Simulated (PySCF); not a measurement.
# GeTe+: from the state search to spectroscopic constants

One job finds the state of GeTe+, follows it along the bond with each method and fits the curves.

Computed with PySCF 2.14.0. Level: Ge def2-TZVPPD, Te def2-TZVPPD with ECP28, scalar-relativistic core potentials.

### Step 1. Set-up

Settings of the job:

```yaml
atoms: Ge, Te
charge: 1
basis: Ge def2-TZVPPD, Te def2-TZVPPD with ECP28
Hamiltonian: scalar-relativistic core potentials
basis_functions: 113
electrons_treated: 55
masses_in_u: 73.9212, 129.9062
levels: PBE0, PBE, r²SCAN, BP86, M06-L, PW91, B3LYP, B97-3, LC-ωPBE, HF, MP2, SCS-MP2
grid: 80 radial by 434 angular points
occupations: held fixed by the projection of orbital angular momentum
dissociation_limit: Ge+ + Te, each in its ground configuration
starting_distance_in_angstrom: 2.580
values_of_2S_to_try: 1, 3
```

The run is started by

```bash
> OMP_NUM_THREADS=2 python dia.py task.json out
```

The runs that follow: The PBE0 curve of the state that the search chose; Higher solutions at PBE0; PBE; r²SCAN (meta-GGA); BP86; M06-L; PW91 (GGA); B3LYP (global hybrid GGA); B97-3; LC-ωPBE; ROHF.

Before running it: what results should come out? Wanted: for each run, Re; ωe; De; μ.

The runs gave:

Lowest PBE0 solution found, without spin–orbit coupling: ²Π (doublet), unpaired electrons π ↑. State 2 has its PBE0 minimum 0.47 eV higher. State 3 has its PBE0 minimum 1.50 eV higher. The other levels ran on the lowest alone.

| level | Re (Å) | ωe (cm⁻¹) | De (eV) | μ (D) |
| --- | --- | --- | --- | --- |
| ROHF | 2.484 | 279.0 | 1.90 | -3.32 |
| ROHF-MP2 | 2.463 | 285.9 | 3.19 | n/a |
| ROHF-SCS-MP2 | 2.472 | 281.5 | 3.05 | n/a |
| PBE | 2.517 | 256.5 | 3.70 | -2.48 |
| PW91 | 2.515 | 256.7 | 3.73 | -2.49 |
| BP86 | 2.518 | 255.2 | 3.69 | -2.49 |
| r²SCAN | 2.491 | 266.3 | 3.55 | -2.42 |
| M06-L | 2.505 | 263.5 | 3.77 | -2.25 |
| B3LYP | 2.510 | 260.7 | 3.36 | -2.70 |
| PBE0 | 2.486 | 271.4 | 3.40 | -2.64 |
| B97-3 | 2.503 | 266.2 | 3.30 | -2.76 |
| LC-ωPBE | 2.441 | 292.4 | 2.97 | -2.76 |

De is counted to Ge+ + Te in their ground configurations. A positive dipole points from Ge to Te; in an ion it is taken about the centre of mass and does not tell which atom is negative.

In words: The methods spread over 0.077 Å in bond length, from LC-ωPBE to BP86. Among the levels with a De in the table, it runs from 1.90 eV (ROHF) to 3.77 eV (M06-L).

Correlated steps freeze 13 core orbitals. These are scalar-relativistic numbers at best; spin–orbit coupling would shift them, the dissociation energy most. With spin–orbit coupling the term label itself may not hold.
